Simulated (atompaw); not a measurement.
# Pseudopotential generation for cobalt: PAW (atompaw), PBE

Task: generate the file, and judge it by its logarithmic derivatives, its ghosts and its cutoff.

Program: atompaw 4.2.0.5. Reference atom: PBE, scalar-relativistic, spherical and spin-unpolarised. All values are calculated.

1 further run of the same task is left out (it didn't finish).

### Step 1. Starting point

Typed settings, in words:

* element: cobalt (Co, Z = 27)
* type: PAW
* frozen core: [Ar]
* valence charge: 9
* reference configuration: 3d7 4s1.5 4p0 (charge +0.5)
* partial waves: 4s (bound): rc 2.38 bohr; 4s channel at 0.05 Ry: rc 2.75 bohr; 4p (bound, empty): rc 2.75 bohr; 4p channel at 2.05 Ry: rc 2.75 bohr; 3d (bound): rc 1.25 bohr; 3d channel at 2.6 Ry: rc 1.25 bohr
* local potential: vpsmatchnc scheme with l = 3 at 0 Ry, radius 1.95 bohr
* core correction: smooth core density matched at 2.10 bohr
* augmentation charge: sinc compensation charge, radius 2.65 bohr; PAW radius 2.75 bohr; waves and projectors: custom polynom2 7 10 vanderbiltortho

An earlier all-electron run gives the scale for the radii.

All-electron outer shells of the reference configuration (PBE, scalar-relativistic, ld1.x):

| shell | level (eV) | outermost node (bohr) | outermost maximum (bohr) |
| --- | --- | --- | --- |
| 3s | -106.61 | 0.31 | 0.66 |
| 3p | -69.85 | 0.28 | 0.68 |
| 3d | -12.39 | – | 0.66 |
| 4s | -8.99 | 0.96 | 2.26 |
| 4p | -4.21 | 1.05 | 2.94 |

### Step 2. Generating the potential

Contents of Co.input:

```
Co 27
GGA-PBE scalarrelativistic loggrid 1500 logderivrange -3 5 201
4 4 3 0 0 0
4 0 1.5
4 1 0
3 2 7
0 0 0
c
c
c
v
c
c
v
v
2
2.75 2.65 1.95 2.10
y
0.05
n
y
2.05
n
y
2.6
n
custom polynom2 7 10 vanderbiltortho sinc
3 0 vpsmatchnc
2.38
2.75
2.75
2.75
1.25
1.25
PWSCFOUT
UPFDX 0.0125d0 UPFXMIN -7.d0 UPFZMESH 27.d0
END
```

On the command line:

```bash
$ atompaw < Co.input > Co.log
```

**Question.** What will these runs give? Wanted: cutoffs for 10 and 1 mRy, occupied levels; bound ghosts; largest phase difference near zero energy, channels read; lowest eigenvalue of the overlap; share of valence orbitals outside the PAW sphere; UPF file.

As calculated:

| quantity | value |
| --- | --- |
| cutoffs for 10 and 1 mRy, occupied levels | over 300 Ry and over 300 Ry |
| bound ghosts | s at -66.20 eV |
| largest phase difference near zero energy, channels read | 0.003 rad |
| lowest eigenvalue of the overlap (Bessel basis) | 0.097 (s) |
| share of valence orbitals outside the PAW sphere | 4s 44 %, 4p 71 %, 3d 2 % |
| UPF file | written |

It has a bound ghost (s), a state that the atom doesn't have, and that rules the file out. It counts as very hard, with over 300 Ry needed at the looser tolerance. The slowest occupied level is 3d: taken alone it needs over 300 Ry to come within 1 mRy, against 8 Ry for 4s. Near zero energy the phases of the channels with partial waves agree within 0.003 rad. These are tests on the free atom; a crystal test is still owed.
